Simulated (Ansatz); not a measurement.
A run of Ansatz 0.2.0:

The input input.yaml:

```yaml
crystal:
  lattice:
    - [-2.2462852742, 2.2462852742, 7.2781801451]
    - [2.2462852742, -2.2462852742, 7.2781801451]
    - [2.2462852742, 2.2462852742, -7.2781801451]
  atoms:
    - { symbol: Bi, position: [0.626502, 0.631371, -0.010155] }
    - { symbol: Bi, position: [0.369757, 0.377405, 0.0077] }
    - { symbol: Ba, position: [0.001992, -0.005155, -0.00305] }
    - { symbol: Mn, position: [0.751664, 0.247547, 0.500871], spin: 4.0 }
    - { symbol: Mn, position: [0.252081, 0.748597, 0.496951], spin: 4.0 }
kpoints:
  mp_grid: { grid: [8, 8, 8] }
scf:
  occupations: { method: fermi_dirac, width: 0.05 }
hamiltonian:
  xc: pbesol
  pseudopotentials: { kind: all_electron, lapw: { basis_error: 0.001 } }
magnetization:
  spin_polarized: true
output:
  forces: true
  stress: true
  eigenvalues: true
  populations: true
```

Potentials or basis: all-electron LAPW, scalar-relativistic.

The run is started by

```console
$ ansatz run input.yaml --threads 4 --pin off --max-ram 14336MiB --backend cpu --events-out ev --progress --plain --runs-dir out
```

Hardware: 4 threads of Arm Neoverse V1, on a shared host.

Question: How long does it take, and how much memory?

Answer: Wall time 32 min on 4 threads of Arm Neoverse V1, with other jobs on the host, peak memory 7.7 GiB. Counts: scf iterations 27, plane waves 1307, k points 260, bands 84.
